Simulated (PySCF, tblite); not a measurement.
# CH11N4Si2−: geometry, infrared bands and NMR shifts

Wanted: the infrared bands and NMR shifts of CH11N4Si2− (`CN[Si](N)(N)[N-][SiH3]`), by calculation.

The runs use tblite 0.8.0 and PySCF 2.14.0, with density-fitted response routines of our own; the level of theory stands in each step. All values are computed, except where a source is named. Atoms count from 0, in the outputs and in this text.

**1. Starting geometry**

18 atoms, charge -1, multiplicity 1; geometry from: force field or distance geometry start.

Bonds of the start (Å): C0–N1 1.45, N1–Si2 1.66, Si2–N3 1.66, Si2–N4 1.64, Si2–N5 1.67, N5–Si6 1.75, C0–H7 1.10, C0–H8 1.10, C0–H9 1.08, N1–H10 1.01, N3–H11 1.02, N3–H12 1.01, N4–H13 1.02, N4–H14 1.01, Si6–H15 1.47, Si6–H16 1.49, Si6–H17 1.48.

**2. Optimising the geometry with GFN2-xTB**

Job settings and geometry (Å):

```
{"job": {"kind": "relax", "xc": "GFN2-xTB", "basis": "xTB"}, "charge": -1, "multiplicity": 1}
C     -1.077600     2.041900     0.381100
N     -1.143700     0.733700    -0.239100
Si    -0.251100    -0.582800     0.239600
N     -1.444500    -1.731300     0.377600
N      0.281400    -0.571800     1.789700
N      0.725300    -1.267700    -0.928200
Si     2.145600    -0.341100    -1.339900
H     -1.779100     2.718900    -0.126000
H     -1.378500     2.010200     1.437400
H     -0.091400     2.488300     0.314200
H     -0.927500     0.833900    -1.219200
H     -1.105900    -2.456800    -0.251400
H     -2.239100    -1.320100    -0.083700
H      1.042000    -1.247800     1.796700
H     -0.477100    -1.006200     2.294400
H      2.867900    -1.061200    -2.402500
H      3.073900    -0.219700    -0.179700
H      1.770700     0.986000    -1.872700
```

Command:

```sh
> OMP_NUM_THREADS=1 python probes_run.py task.json out
```

This one command runs all jobs of the session in turn.

The log of the run:

```text
step      E/eV     max force
  0    -628.77125    4.947
  1    -629.45896    1.756
  2    -629.58521    1.149
  3    -629.70632    0.777
  4    -629.81213    0.858
  5    -629.93637    0.913
  6    -630.02895    0.825
  7    -630.08795    0.519
  8    -630.11865    0.349
  9    -630.13588    0.331
 10    -630.15263    0.300
 11    -630.17185    0.385
 12    -630.18771    0.281
 13    -630.20056    0.256
 14    -630.21240    0.264
 15    -630.22269    0.289
 16    -630.23032    0.270
 17    -630.23571    0.167
 18    -630.24067    0.217
 19    -630.24690    0.227
 20    -630.25421    0.234
 21    -630.26118    0.207
 22    -630.26726    0.188
 23    -630.27348    0.248
 24    -630.28011    0.238
 25    -630.28667    0.186
 26    -630.29216    0.153
 27    -630.29618    0.139
 28    -630.29950    0.160
 29    -630.30294    0.179
 30    -630.30616    0.147
 31    -630.30864    0.092
 32    -630.31050    0.107
 33    -630.31234    0.111
 34    -630.31441    0.109
 35    -630.31631    0.101
 36    -630.31778    0.113
 37    -630.31923    0.146
 38    -630.32115    0.119
 39    -630.32478    0.167
 40    -630.32780    0.149
 41    -630.33079    0.161
 42    -630.33337    0.140
 43    -630.33592    0.125
 44    -630.33810    0.135
 45    -630.33982    0.102
 46    -630.34135    0.114
 47    -630.34327    0.129
 48    -630.34609    0.227
 49    -630.34851    0.319
 50    -630.35258    0.280
 51    -630.35655    0.161
 52    -630.36135    0.215
 53    -630.36393    0.156
 54    -630.36816    0.135
 55    -630.37148    0.137
 56    -630.37283    0.168
 57    -630.37488    0.123
 58    -630.37663    0.096
 59    -630.37871    0.109
 60    -630.38037    0.122
 61    -630.38218    0.174
 62    -630.38383    0.116
 63    -630.38513    0.097
 64    -630.38664    0.090
 65    -630.38815    0.101
 66    -630.38986    0.119
 67    -630.39129    0.131
 68    -630.39321    0.129
 69    -630.39449    0.103
 70    -630.39529    0.112
 71    -630.39610    0.081
 72    -630.39694    0.075
 73    -630.39763    0.091
 74    -630.39846    0.090
 75    -630.39925    0.068
 76    -630.39986    0.058
 77    -630.40026    0.065
 78    -630.40051    0.052
 79    -630.40068    0.036
 80    -630.40087    0.035
 81    -630.40108    0.047
 82    -630.40131    0.046
 83    -630.40156    0.043
 84    -630.40186    0.050
 85    -630.40231    0.060
 86    -630.40305    0.097
 87    -630.40414    0.124
 88    -630.40533    0.106
 89    -630.40637    0.077
 90    -630.40723    0.091
 91    -630.40806    0.094
 92    -630.40896    0.077
 93    -630.40982    0.071
 94    -630.41068    0.057
 95    -630.41137    0.054
 96    -630.41177    0.048
 97    -630.41214    0.036
 98    -630.41240    0.036
 99    -630.41266    0.047
100    -630.41302    0.059
101    -630.41357    0.071
102    -630.41428    0.085
103    -630.41517    0.088
104    -630.41608    0.076
105    -630.41684    0.054
106    -630.41735    0.052
107    -630.41766    0.049
108    -630.41796    0.043
109    -630.41815    0.022
110    -630.41825    0.013
111    -630.41827    0.012
112    -630.41829    0.016
113    -630.41831    0.012
114    -630.41835    0.014
115    -630.41841    0.021
116    -630.41849    0.025
117    -630.41858    0.026
118    -630.41867    0.020
119    -630.41874    0.020
120    -630.41882    0.023
121    -630.41893    0.026
122    -630.41908    0.023
123    -630.41923    0.022
124    -630.41934    0.024
125    -630.41941    0.020
126    -630.41946    0.020
127    -630.41952    0.018
128    -630.41958    0.016
129    -630.41964    0.017
130    -630.41969    0.016
131    -630.41974    0.018
132    -630.41980    0.016
133    -630.41987    0.018
134    -630.41994    0.019
135    -630.41999    0.017
136    -630.42004    0.018
137    -630.42009    0.020
138    -630.42015    0.021
139    -630.42022    0.025
140    -630.42028    0.021
141    -630.42033    0.020
142    -630.42038    0.022
143    -630.42045    0.022
144    -630.42055    0.028
145    -630.42064    0.025
146    -630.42074    0.019
147    -630.42084    0.026
148    -630.42096    0.034
149    -630.42111    0.041
150    -630.42127    0.042
151    -630.42149    0.047
152    -630.42180    0.042
153    -630.42223    0.050
154    -630.42250    0.043
155    -630.42268    0.035
156    -630.42276    0.028
157    -630.42283    0.021
158    -630.42295    0.034
159    -630.42304    0.028
160    -630.42312    0.022
161    -630.42317    0.015
162    -630.42321    0.018
163    -630.42325    0.013
164    -630.42329    0.017
165    -630.42331    0.014
166    -630.42334    0.013
167    -630.42337    0.013
168    -630.42340    0.013
169    -630.42344    0.015
170    -630.42348    0.014
171    -630.42352    0.024
172    -630.42356    0.020
173    -630.42360    0.028
174    -630.42365    0.028
175    -630.42371    0.023
176    -630.42376    0.030
177    -630.42385    0.031
178    -630.42398    0.028
179    -630.42419    0.038
180    -630.42441    0.049
181    -630.42460    0.109
182    -630.42495    0.043
183    -630.42519    0.023
184    -630.42533    0.050
185    -630.42541    0.031
186    -630.42551    0.021
187    -630.42557    0.018
188    -630.42562    0.021
189    -630.42567    0.016
190    -630.42572    0.015
191    -630.42576    0.010
192    -630.42579    0.018
193    -630.42581    0.010
194    -630.42583    0.012
195    -630.42584    0.006
```

Run time: 2.5 s. Hardware: 1 thread of Intel Xeon, shared host; peak memory 0.18 GiB.

Step by step: (not every step is listed)

```csv
step,energy from step 0 (eV),largest force (eV/Å)
0,0.0000,4.9475
1,-0.6877,1.7558
2,-0.8140,1.1487
3,-0.9351,0.7771
4,-1.0409,0.8579
5,-1.1651,0.9127
6,-1.2577,0.8251
7,-1.3167,0.5191
8,-1.3474,0.3489
26,-1.5209,0.1528
44,-1.5669,0.1349
62,-1.6126,0.1160
80,-1.6296,0.0348
98,-1.6412,0.0357
116,-1.6472,0.0247
134,-1.6487,0.0190
152,-1.6505,0.0419
170,-1.6522,0.0140
188,-1.6544,0.0214
190,-1.6545,0.0149
191,-1.6545,0.0102
192,-1.6545,0.0184
193,-1.6546,0.0100
194,-1.6546,0.0116
195,-1.6546,0.0064
```

Distances of close pairs at the start and the end, largest changes first:

| bond | before (Å) | after (Å) | change (Å) |
| --- | --- | --- | --- |
| Si2–N4 | 1.639 | 1.770 | +0.131 |
| Si2–N3 | 1.662 | 1.766 | +0.104 |
| N1–Si2 | 1.661 | 1.764 | +0.103 |
| N5–Si6 | 1.745 | 1.664 | -0.081 |
| Si6–H17 | 1.478 | 1.505 | +0.026 |
| Si6–H15 | 1.473 | 1.490 | +0.017 |
| C0–H9 | 1.085 | 1.102 | +0.017 |
| C0–N1 | 1.449 | 1.434 | -0.015 |

The final coordinates are the input of the step that follows.

**3. Infrared spectrum with GFN2-xTB**

Job settings and geometry (Å):

```
{"job": {"kind": "ir", "xc": "GFN2-xTB", "basis": "xTB"}, "charge": -1, "multiplicity": 1}
C     -0.602076     1.995929     0.341893
N     -1.388399     0.833911     0.045683
Si    -0.519474    -0.690993     0.226313
N     -1.809835    -1.880109     0.024011
N     -0.258946    -0.748749     1.976569
N      0.812306    -0.990573    -0.755746
Si     2.118945    -0.133931    -1.329465
H     -1.203072     2.910152     0.253562
H     -0.251317     1.906745     1.368891
H      0.284349     2.098306    -0.304171
H     -1.779198     0.918317    -0.884092
H     -1.428458    -2.812765     0.077327
H     -2.243887    -1.800541    -0.883572
H      0.641539    -0.361281     2.219009
H     -0.277653    -1.695687     2.325509
H      3.091952    -1.092303    -1.925246
H      2.935469     0.681707    -0.364238
H      1.868995     0.868180    -2.423893
```

The log of the run:

```text
mode    cm-1     km/mol
  1      33.5      2.55
  2      45.7      2.74
  3      88.7      5.29
  4      96.3      6.83
  5     106.5      6.09
  6     135.9     28.53
  7     159.5      3.10
  8     192.8      8.38
  9     221.7      0.47
 10     228.6     15.47
 11     262.2     31.56
 12     297.6     21.65
 13     355.6     32.47
 14     569.8    135.44
 15     584.2    133.40
 16     646.4     39.37
 17     670.1     72.98
 18     702.8    141.37
 19     737.7    263.71
 20     786.0    133.45
 21     794.7    116.38
 22     814.4    540.21
 23     832.3    294.69
 24     869.8    151.19
 25     883.0    212.05
 26     912.2    136.58
 27     923.2    257.05
 28    1068.4     22.81
 29    1127.3     36.00
 30    1148.2     54.14
 31    1267.0    818.08
 32    1379.3     34.84
 33    1417.5     16.11
 34    1505.2      0.94
 35    1519.9      1.89
 36    1574.5     27.69
 37    1593.3     17.24
 38    1793.8    791.31
 39    1857.0    647.71
 40    1973.1    529.39
 41    2822.6    107.37
 42    2888.5    151.92
 43    3008.9     47.50
 44    3400.6     41.41
 45    3453.3     14.73
 46    3462.4     18.50
 47    3476.3     28.75
 48    3483.5     48.68
```

Run time: 1.2 s. Hardware: 1 thread of Intel Xeon, shared host; peak memory 0.18 GiB.

The strongest bands and the atoms that carry them (share of the mass-weighted mode):

```
cm⁻¹  km/mol                                   atoms
 738   263.7   H10 22 %, N3 16 %, H11 13 %, H14 11 %
 814   540.2   Si2 25 %, N4 13 %, H16 13 %, H11 12 %
 832   294.7            H15 51 %, H16 19 %, H17 19 %
 923   257.1  H17 21 %, H16 20 %, Si6 16 %, H15 13 %
1267   818.1                       N5 78 %, Si6 12 %
1794   791.3                      H17 49 %, H16 47 %
1857   647.7            H16 44 %, H17 42 %, H15 11 %
1973   529.4                                H15 85 %
```

**4. NMR shieldings: PBE0/pcSseg-1**

Settings changed since step 3:

```diff
@@ -1,2 +1,2 @@
-{"job": {"kind": "ir", "xc": "GFN2-xTB", "basis": "xTB"}, "charge": -1, "multiplicity": 1}
+{"job": {"kind": "nmr", "xc": "PBE0", "basis": "pcSseg-1"}, "charge": -1, "multiplicity": 1}
 C     -0.602076     1.995929     0.341893
```

Method: GIAO PBE0/pcSseg-1 NMR shielding, non-relativistic, gas phase.

The log of the run:

```text
coarse grid: 15408 points
cycle   1  E = -842.0084290309  dE =  5.726e-01  |g| = 9.521e-01  |ddm| = 3.796e+00
cycle   2  E = -841.5888860582  dE =  4.195e-01  |g| = 1.579e+00  |ddm| = 3.625e+00
cycle   3  E = -842.2053539775  dE = -6.165e-01  |g| = 2.885e-01  |ddm| = 2.928e+00
cycle   4  E = -842.2232814949  dE = -1.793e-02  |g| = 7.981e-02  |ddm| = 3.406e-01
cycle   5  E = -842.2245176562  dE = -1.236e-03  |g| = 2.128e-02  |ddm| = 8.345e-02
cycle   6  E = -842.2246300840  dE = -1.124e-04  |g| = 5.570e-03  |ddm| = 2.998e-02
cycle   7  E = -842.2246365752  dE = -6.491e-06  |g| = 1.109e-03  |ddm| = 5.383e-03
final grid: 138120 points
cycle   8  E = -842.2541145259  dE = -2.176e-05  |g| = 1.027e-02  |ddm| = 2.203e-02
cycle   9  E = -842.2540975494  dE =  1.698e-05  |g| = 1.366e-02  |ddm| = 1.984e-02
cycle  10  E = -842.2541373393  dE = -3.979e-05  |g| = 1.110e-03  |ddm| = 1.186e-02
cycle  11  E = -842.2541375769  dE = -2.377e-07  |g| = 4.346e-04  |ddm| = 1.511e-03
cycle  12  E = -842.2541376161  dE = -3.916e-08  |g| = 1.123e-04  |ddm| = 5.048e-04
cycle  13  E = -842.2541376188  dE = -2.712e-09  |g| = 2.691e-05  |ddm| = 1.114e-04
cycle  14  E = -842.2541376190  dE = -1.569e-10  |g| = 2.895e-06  |ddm| = 2.509e-05
converged SCF energy = -842.2541376190

GIAO shielding tensors (ppm)
atom      isotropic    diamagn.    paramagn.     s11        s22        s33       span
  0 C      154.831     245.654     -90.823    132.540    149.018    182.935     50.395
  1 N      228.286     324.632     -96.346    196.338    216.888    271.633     75.296
  2 Si     384.834     881.663    -496.828    338.647    355.214    460.643    121.996
  3 N      237.240     317.973     -80.734    213.294    234.822    263.604     50.310
  4 N      240.428     318.853     -78.425    214.132    241.518    265.634     51.503
  5 N      216.650     332.888    -116.238    131.028    247.836    271.085    140.057
  6 Si     447.187     879.773    -432.586    388.158    398.729    554.673    166.515
  7 H       29.274      29.257       0.017     24.162     27.099     36.561     12.399
  8 H       29.201      31.402      -2.201     24.917     28.549     34.138      9.221
  9 H       28.650      31.841      -3.191     23.161     28.071     34.718     11.557
 10 H       32.991      35.552      -2.561     25.023     32.336     41.613     16.590
 11 H       32.663      32.179       0.484     26.485     29.257     42.247     15.762
 12 H       32.731      32.828      -0.097     26.374     29.790     42.028     15.654
 13 H       32.518      34.198      -1.680     26.057     29.753     41.746     15.689
 14 H       32.291      32.255       0.035     25.744     29.197     41.931     16.187
 15 H       26.526      29.697      -3.171     22.618     24.015     32.946     10.329
 16 H       26.048      30.596      -4.548     22.500     23.820     31.825      9.325
 17 H       26.025      30.383      -4.357     22.215     23.675     32.186      9.971
```

Run time: 37 s. Hardware: 1 thread of Intel Xeon, shared host; peak memory 0.84 GiB.

Shifts follow as δ = σ(reference) − σ, with reference shieldings (ppm) from runs at the same level and on the same kind of geometry: ¹H TMS 31.72, ¹³C TMS 186.9, ²⁹Si TMS 349.2, ¹⁵N NH3 267.7. The references are single molecules in the gas phase, so shifts against H2O, NH3, PH3, H3PO4 or CFCl3 are not on the usual liquid scales and can be off by tens of ppm. Atoms listed in one row are averaged.

| atoms | environment | σ (ppm) | δ (ppm) |
| --- | --- | --- | --- |
| C0 | methyl carbon bonded to N | 154.8 | 32.1 |
| H15, H16, H17 | hydrogen on a silicon bonded to N | 26.20 | 5.52 |
| H7, H8, H9 | hydrogen on a methyl carbon bonded to N | 29.04 | 2.68 |
| H11, H12, H13, H14 | hydrogen on a nitrogen bonded to Si | 32.55 | -0.83 |
| H10 | hydrogen on a nitrogen bonded to C, Si | 32.99 | -1.27 |
| N5 | nitrogen bonded to 2 Si | 216.6 | 51.1 |
| N1 | nitrogen bonded to C, Si, H | 228.3 | 39.4 |
| N3, N4 | nitrogen bonded to Si, 2 H | 238.8 | 28.9 |
| Si2 | silicon bonded to 4 N | 384.8 | -35.7 |
| Si6 | silicon bonded to N, 3 H | 447.2 | -98.0 |

Charges from the same density, by scheme (e):

```
 atoms  Mulliken    IAO  Hirshfeld  ESP fit
    C0     -0.13  -0.29      -0.09    -0.03
    N1     -0.66  -0.70      -0.28    -0.81
   Si2      1.01   1.32       0.38     1.26
N3, N4     -0.64  -0.86      -0.36    -1.08
    N5     -0.87  -1.12      -0.53    -1.10
   Si6      0.57   0.70       0.19     0.74
```

Mayer bond orders: C0–N1 1.04, N1–Si2 0.85, Si2–N3 0.92, Si2–N4 0.91, Si2–N5 1.41, N5–Si6 1.39.

**5. What came out**

| quantity | value |
| --- | --- |
| strongest single infrared mode (GFN2-xTB) | 1267 cm⁻¹, 818 km/mol |
| zero-point energy (GFN2-xTB) | 83.2 kcal/mol |
| ¹³C shifts against TMS (PBE0/pcSseg-1) | 32.1 ppm |
| ¹H shifts against TMS (PBE0/pcSseg-1, means over atoms taken as alike) | 5.52, 2.68, -0.83, -1.27 ppm |
| ¹⁵N shifts against NH3 (PBE0/pcSseg-1, means over atoms taken as alike) | 51.1, 39.4, 28.9 ppm |
| ²⁹Si shifts against TMS (PBE0/pcSseg-1) | -35.7, -98.0 ppm |

The optimisation took 195 steps and gained 1.655 eV; among the close pairs (by a distance rule), Si2–N4 changed most, from 1.639 to 1.770 Å. No mode is imaginary among the 48: a minimum at this level. The strongest single mode, at 1267 cm⁻¹, moves mainly N5. GFN2-xTB is a fitted tight-binding method: band positions and strengths are rough. Its intensities can rank the bands wrongly. At PBE0/pcSseg-1: Shielding is most anisotropic at Si6 (span 167 ppm, paramagnetic term -433 ppm).
